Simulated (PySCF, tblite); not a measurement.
# C₇H₉NO: a rotation path, then NMR shifts on frames

How do NMR shifts of C₇H₉NO (`COCc1cccnc1`) change as the atoms move?

Programs: tblite 0.8.0 and PySCF 2.14.0, with density-fitted response routines of our own. Each step states its level of theory. These are calculated values for one molecule in the gas phase, unless marked as measured. Atoms count from 0, in the outputs and in this text.

### 1 The starting structure

18 atoms, charge 0, multiplicity 1; geometry from: GFN2-xTB.

Bonds of the start (Å): C0–O1 1.40, O1–C2 1.41, C2–C3 1.50, C3–C4 1.39, C4–C5 1.38, C5–C6 1.39, C6–N7 1.32, N7–C8 1.32, C8–C3 1.39, C0–H9 1.10, C0–H10 1.10, C0–H11 1.09, C2–H12 1.11, C2–H13 1.10, C4–H14 1.08, C5–H15 1.08, C6–H16 1.08, C8–H17 1.08.

### 2 A band between two rotamers with GFN2-xTB

What the job is given:

```
{"job": {"kind": "neb", "xc": "GFN2-xTB", "basis": "xTB", "atoms": [4, 3, 2, 1], "turn": 120}, "charge": 0, "multiplicity": 1}
C     -3.103795     0.654849    -0.174939
O     -1.703836     0.725174    -0.204414
C     -1.084657    -0.505261     0.086037
C      0.409778    -0.360178     0.032990
C      1.028282     0.862213     0.263975
C      2.410685     0.933882     0.221622
C      3.122748    -0.224867    -0.045427
N      2.544868    -1.393693    -0.266034
C      1.227291    -1.455510    -0.229963
H     -3.482257    -0.072024    -0.904856
H     -3.468863     0.373494     0.821362
H     -3.468883     1.647851    -0.428989
H     -1.379823    -0.847343     1.095384
H     -1.412656    -1.277641    -0.629074
H      0.425477     1.734832     0.461893
H      2.922987     1.867431     0.396166
H      4.203784    -0.223932    -0.088206
H      0.800112    -2.432958    -0.419184
```

With the program's defaults for keys left out, this is: GFN2-xTB climbing-image nudged elastic band, gas phase.

On the command line:

```bash
OMP_NUM_THREADS=1 python probes_run.py task.json out
```

This one command runs all jobs of the session in turn.

What it wrote:

```text
image   E - E0 / eV
  0       0.0000
  1       0.0078
  2       0.0176
  3       0.0268
  4       0.0325
  5       0.0334
  6       0.0298
  7       0.0235
  8       0.0168
```

It took 2.5 s on 1 thread of Intel Xeon Platinum 8488C, shared host; peak memory 0.19 GiB.

The final band, with the dihedral C4–C3–C2–O1:

```csv
image,dihedral (°),energy (eV),energy (kcal/mol)
0,26,0.000,0.0
1,41,0.008,0.2
2,56,0.018,0.4
3,71,0.027,0.6
4,87,0.032,0.7
5,102,0.033,0.8
6,117,0.030,0.7
7,132,0.024,0.5
8,147,0.017,0.4
```

### 3 Nuclear shieldings: image 0, PBE0/pcSseg-1

What the job is given:

```
{"job": {"kind": "nmr", "xc": "PBE0", "basis": "pcSseg-1", "pop": false}, "charge": 0, "multiplicity": 1}
C     -3.103800     0.654800    -0.174900
O     -1.703800     0.725200    -0.204400
C     -1.084700    -0.505300     0.086000
C      0.409800    -0.360200     0.033000
C      1.028300     0.862200     0.264000
C      2.410700     0.933900     0.221600
C      3.122700    -0.224900    -0.045400
N      2.544900    -1.393700    -0.266000
C      1.227300    -1.455500    -0.230000
H     -3.482300    -0.072000    -0.904900
H     -3.468900     0.373500     0.821400
H     -3.468900     1.647900    -0.429000
H     -1.379800    -0.847300     1.095400
H     -1.412700    -1.277600    -0.629100
H      0.425500     1.734800     0.461900
H      2.923000     1.867400     0.396200
H      4.203800    -0.223900    -0.088200
H      0.800100    -2.433000    -0.419200
```

With the program's defaults for keys left out, this is: GIAO PBE0/pcSseg-1 NMR shielding, non-relativistic, gas phase.

What it wrote:

```text
coarse grid: 15336 points
cycle   1  E = -401.4685323054  dE =  1.526e+00  |g| = 5.625e-01  |ddm| = 3.988e+00
cycle   2  E = -401.4149889310  dE =  5.354e-02  |g| = 7.970e-01  |ddm| = 1.440e+00
cycle   3  E = -401.5329755825  dE = -1.180e-01  |g| = 7.996e-02  |ddm| = 8.519e-01
cycle   4  E = -401.5340614755  dE = -1.086e-03  |g| = 3.115e-02  |ddm| = 9.460e-02
cycle   5  E = -401.5342776629  dE = -2.162e-04  |g| = 1.059e-02  |ddm| = 4.335e-02
cycle   6  E = -401.5343008749  dE = -2.321e-05  |g| = 4.955e-03  |ddm| = 1.453e-02
cycle   7  E = -401.5343071738  dE = -6.299e-06  |g| = 6.402e-04  |ddm| = 5.136e-03
final grid: 149008 points
cycle   8  E = -401.5966943498  dE = -4.035e-05  |g| = 1.145e-02  |ddm| = 4.422e-02
cycle   9  E = -401.5966774342  dE =  1.692e-05  |g| = 1.531e-02  |ddm| = 2.123e-02
cycle  10  E = -401.5967204936  dE = -4.306e-05  |g| = 1.849e-03  |ddm| = 1.208e-02
cycle  11  E = -401.5967212596  dE = -7.659e-07  |g| = 3.085e-04  |ddm| = 2.085e-03
cycle  12  E = -401.5967212749  dE = -1.529e-08  |g| = 1.942e-04  |ddm| = 5.291e-04
cycle  13  E = -401.5967212843  dE = -9.481e-09  |g| = 2.849e-05  |ddm| = 2.250e-04
cycle  14  E = -401.5967212845  dE = -1.415e-10  |g| = 1.191e-05  |ddm| = 3.190e-05
converged SCF energy = -401.5967212845

GIAO shielding tensors (ppm)
atom      isotropic    diamagn.    paramagn.     s11        s22        s33       span
  0 C      125.458     241.788    -116.330     94.455     98.463    183.457     89.002
  1 O      317.503     399.697     -82.194    285.059    315.010    352.442     67.383
  2 C      110.535     246.300    -135.765     81.504     93.537    156.563     75.059
  3 C       46.842     263.685    -216.843    -57.138     28.128    169.538    226.676
  4 C       47.273     249.654    -202.381    -65.205     19.761    187.265    252.470
  5 C       58.518     258.245    -199.727    -56.208     54.020    177.742    233.950
  6 C       32.773     251.375    -218.602    -75.339     26.915    146.745    222.084
  7 N      -90.952     331.091    -422.043   -407.581   -172.499    307.226    714.807
  8 C       34.817     248.285    -213.468    -69.307     33.361    140.398    209.705
  9 H       28.173      27.886       0.288     24.592     25.620     34.309      9.718
 10 H       28.132      27.921       0.211     24.587     25.677     34.134      9.547
 11 H       27.582      27.876      -0.295     23.348     25.425     33.972     10.625
 12 H       26.970      31.412      -4.442     23.582     26.971     30.356      6.774
 13 H       27.221      32.103      -4.882     22.630     26.793     32.239      9.610
 14 H       23.547      33.608     -10.060     19.001     21.736     29.905     10.903
 15 H       24.268      30.984      -6.716     21.492     23.477     27.834      6.342
 16 H       22.873      28.030      -5.156     18.882     23.053     26.684      7.802
 17 H       22.968      31.356      -8.388     18.592     21.948     28.366      9.774
```

Run time: 42 s. Hardware: 1 thread of Intel Xeon Platinum 8488C, shared host; peak memory 0.87 GiB.

Shifts follow as δ = σ(reference) − σ, with reference shieldings (ppm) from runs at the same level and on the same kind of geometry: 1H TMS 31.72, 13C TMS 186.9, 15N NH3 267.7, 17O H2O 336.1. The references are single molecules in the gas phase, so shifts against H2O, NH3, PH3, H3PO4 or CFCl3 are not on the usual liquid scales and can be off by tens of ppm. Each atom is listed at this fixed geometry, with no averaging over motion; a spectrum would average atoms that exchange fast.

```csv
atoms,environment,σ (ppm),δ (ppm)
C6,aromatic CH next to a ring nitrogen,32.8,154.2
C8,aromatic CH next to a ring nitrogen,34.8,152.1
C3,substituted aromatic carbon,46.8,140.1
C4,aromatic CH,47.3,139.7
C5,aromatic CH,58.5,128.4
C2,"sp3 CH2 bonded to O, on an aromatic ring",110.5,76.4
C0,methyl carbon bonded to O,125.5,61.5
H16,hydrogen on an aromatic CH next to a ring nitrogen,22.87,8.84
H17,hydrogen on an aromatic CH next to a ring nitrogen,22.97,8.75
H14,hydrogen on an aromatic CH,23.55,8.17
H15,hydrogen on an aromatic CH,24.27,7.45
H12,"hydrogen on an sp3 CH2 bonded to O, on an aromatic ring",26.97,4.75
H13,"hydrogen on an sp3 CH2 bonded to O, on an aromatic ring",27.22,4.50
H11,hydrogen on a methyl carbon bonded to O,27.58,4.14
H10,hydrogen on a methyl carbon bonded to O,28.13,3.58
H9,hydrogen on a methyl carbon bonded to O,28.17,3.54
O1,ether oxygen,317.5,18.6
N7,pyridine-type ring nitrogen,-91.0,358.7
```

Ring of atoms C3, C4, C5, C6, N7, C8: NICS(0) -7.4, NICS(1) -11.3, NICS(1)zz -28.5 ppm (means of both faces).

The fields below are evaluated on a grid from the run's orbitals.

Frontier orbitals at PBE0/pcSseg-1, with the share of their density that lies nearest to each atom:

```csv
orbital,energy (eV),lies on
HOMO,-7.25,"N7 47 %; C3, C6, C8 about 8 % each; C5 6 %"
LUMO,-0.63,"C4 25 %; N7 24 %; C5, C8 about 10 % each"
```

ELF in a plane through or near 13 of the atoms.

Values, 10 rows by 14 columns:
```
0.00 0.00 0.00 0.00 0.00 0.00 0.00 0.00 0.00 0.00 0.00 0.00 0.00 0.00
0.00 0.00 0.00 0.00 0.00 0.00 0.00 0.00 0.00 0.00 0.00 0.00 0.00 0.00
0.00 0.00 0.00 0.64 0.99 0.05 0.46 0.62 0.00 0.00 0.03 0.00 0.00 0.00
0.00 0.00 0.00 0.34 0.99 0.43 0.97 0.83 0.37 0.07 0.89 0.78 0.00 0.00
0.00 0.00 0.91 0.46 0.78 0.84 0.27 0.06 0.84 0.76 0.49 0.27 0.00 0.00
0.00 0.02 0.99 0.92 0.42 0.04 0.14 0.92 0.52 0.27 0.68 0.13 0.00 0.00
0.00 0.00 0.00 0.43 0.31 0.49 0.57 0.19 0.97 0.20 0.21 0.06 0.00 0.00
0.00 0.00 0.00 0.72 0.76 0.57 1.00 0.02 0.82 0.10 0.00 0.00 0.00 0.00
0.00 0.00 0.00 0.00 0.00 0.17 0.96 0.01 0.00 0.00 0.00 0.00 0.00 0.00
0.00 0.00 0.00 0.00 0.00 0.00 0.00 0.00 0.00 0.00 0.00 0.00 0.00 0.00
```
The map spans 13.6 Å across and 10.0 Å up, centred on the molecule. Atoms in the plane (x, y in Å): C0 (3.1, 0.4), O1 (1.8, 0.6), C2 (1.0, -0.6), C3 (-0.4, -0.3), C4 (-1.0, 1.0), C5 (-2.3, 1.1), C6 (-3.1, 0.0), N7 (-2.6, -1.2), C8 (-1.3, -1.4), H14 (-0.3, 1.8), H15 (-2.8, 2.1), H16 (-4.2, 0.1), H17 (-1.0, -2.4).

On the surface of density 0.002 e/bohr³ the electrostatic potential runs, from the 1st to the 99th percentile, from -1.75 V near N7 to 0.91 V near H13.

### 4 NMR shieldings: image 2, PBE0/pcSseg-1

What the job is given:

```
{"job": {"kind": "nmr", "xc": "PBE0", "basis": "pcSseg-1", "pop": false}, "charge": 0, "multiplicity": 1}
C     -3.123900     0.560500    -0.331900
O     -1.726700     0.625100    -0.444300
C     -1.081100    -0.431900     0.232900
C      0.409400    -0.313700     0.089400
C      1.086000     0.836300     0.479100
C      2.463500     0.884000     0.349500
C      3.114600    -0.228600    -0.161800
N      2.484100    -1.329500    -0.530300
C      1.170000    -1.363900    -0.412100
H     -3.520100    -0.368100    -0.763600
H     -3.441500     0.618600     0.717600
H     -3.523500     1.412200    -0.878500
H     -1.345100    -0.396700     1.304800
H     -1.416500    -1.401100    -0.169200
H      0.537000     1.672600     0.884300
H      3.019000     1.763100     0.638100
H      4.189000    -0.248700    -0.284600
H      0.697000    -2.283800    -0.731000
```

Method: GIAO PBE0/pcSseg-1 NMR shielding, non-relativistic, gas phase.

What it wrote:

```text
coarse grid: 15336 points
cycle   1  E = -401.4659614599  dE =  1.522e+00  |g| = 5.678e-01  |ddm| = 3.981e+00
cycle   2  E = -401.4099100082  dE =  5.605e-02  |g| = 8.097e-01  |ddm| = 1.461e+00
cycle   3  E = -401.5317574198  dE = -1.218e-01  |g| = 7.868e-02  |ddm| = 8.752e-01
cycle   4  E = -401.5328029413  dE = -1.046e-03  |g| = 2.980e-02  |ddm| = 9.033e-02
cycle   5  E = -401.5330016603  dE = -1.987e-04  |g| = 9.373e-03  |ddm| = 4.154e-02
cycle   6  E = -401.5330177300  dE = -1.607e-05  |g| = 5.209e-03  |ddm| = 1.519e-02
cycle   7  E = -401.5330245803  dE = -6.850e-06  |g| = 6.965e-04  |ddm| = 5.720e-03
final grid: 149008 points
cycle   8  E = -401.5958125277  dE = -3.565e-05  |g| = 1.167e-02  |ddm| = 3.843e-02
cycle   9  E = -401.5957931582  dE =  1.937e-05  |g| = 1.590e-02  |ddm| = 2.174e-02
cycle  10  E = -401.5958393205  dE = -4.616e-05  |g| = 1.849e-03  |ddm| = 1.256e-02
cycle  11  E = -401.5958401001  dE = -7.795e-07  |g| = 3.128e-04  |ddm| = 2.074e-03
cycle  12  E = -401.5958401158  dE = -1.574e-08  |g| = 1.967e-04  |ddm| = 5.467e-04
cycle  13  E = -401.5958401255  dE = -9.661e-09  |g| = 2.691e-05  |ddm| = 2.226e-04
cycle  14  E = -401.5958401256  dE = -1.227e-10  |g| = 1.131e-05  |ddm| = 2.914e-05
converged SCF energy = -401.5958401256

GIAO shielding tensors (ppm)
atom      isotropic    diamagn.    paramagn.     s11        s22        s33       span
  0 C      125.039     241.827    -116.788     93.115     98.677    183.326     90.211
  1 O      305.843     399.806     -93.964    266.926    317.675    332.927     66.001
  2 C      108.935     246.114    -137.179     82.044     95.383    149.378     67.335
  3 C       47.855     263.372    -215.517    -55.990     25.242    174.312    230.302
  4 C       43.840     249.885    -206.046    -68.747     19.957    180.309    249.055
  5 C       58.883     258.405    -199.522    -55.581     54.248    177.982    233.563
  6 C       31.444     251.258    -219.814    -77.816     24.667    147.481    225.297
  7 N      -92.752     331.345    -424.097   -409.233   -172.248    303.224    712.457
  8 C       32.271     248.596    -216.325    -71.062     33.560    134.315    205.377
  9 H       28.222      27.899       0.324     24.279     26.014     34.375     10.096
 10 H       28.177      28.088       0.090     24.256     26.254     34.021      9.765
 11 H       27.646      27.795      -0.148     23.690     25.167     34.082     10.391
 12 H       27.146      31.754      -4.608     24.900     26.737     29.801      4.902
 13 H       27.504      32.408      -4.904     23.522     26.701     32.291      8.769
 14 H       23.638      33.314      -9.676     19.787     21.907     29.219      9.432
 15 H       24.256      30.779      -6.523     21.508     23.478     27.782      6.274
 16 H       22.804      28.023      -5.219     18.854     22.962     26.597      7.743
 17 H       22.912      31.680      -8.768     18.732     21.797     28.208      9.476
```

Wall time 39 s (1 thread of Intel Xeon Platinum 8488C, shared host); peak memory 0.88 GiB.

This run: δ C6 155.5, C8 154.7, C4 143.1, C3 139.1, H16 8.91, H17 8.80 ppm.

(Part 1 of 2 ends here.)
